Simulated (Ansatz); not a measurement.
**Ta3N under changes of volume**

One of the cells (14.978 Å³/atom); the others are scaled copies at fixed shape and fractional positions:

```
Ta N
1.0
     3.03222    0.00000    0.00000
    -1.51611    2.62598    0.00000
     0.00000    0.00000    7.52414
Ta N
3 1
Direct
  0.66667 0.33333 0.82607
  0.33333 0.66667 0.17393
  0.00000 0.00000 0.50000
  0.00000 0.00000 0.00000
```

The cell comes from a database or a generator and needn't be the stable form of this composition.

- Program: Ansatz 0.2.0
- Functional: PBE
- Potentials or basis: Ansatz PAW
- Cutoff: 420 eV (not typed: the program's choice for these potentials)
- k mesh: 10 × 10 × 4
- Occupations: fermi-dirac, width 0.05 eV
- Spin: no spin polarisation

```tsv
volume (Å³/atom)	energy over the lowest point (meV/atom)	pressure (GPa)	largest force (eV/Å)
14.079	41.63	16.5	0.288
14.379	?	?	?
14.678	3.36	4.4	0.007
14.978	0.00	-0.7	0.133
15.277	5.84	-5.4	0.246
15.577	19.96	-9.6	0.349
15.877	41.57	-13.4	0.442
```

Q: What does the run at 14.379 Å³/atom give?

A: Energy over the lowest point 16.86 meV/atom; pressure 10.1 GPa; largest force 0.133 eV/Å.

Worked out: A Birch-Murnaghan fit of order 3 (a polynomial in V^(-2/3)) to the other rows has its minimum at 14.93 Å³/atom with B0 = V·E''(V) = 248 GPa and B' = 4.1 at fixed shape and positions, which overstates the stiffness. It gives 16.82 meV/atom at 14.379 Å³/atom, against the run's 16.86, and -dE/dV = 10.1 GPa, against 10.1.

Energies are extrapolated to zero smearing.
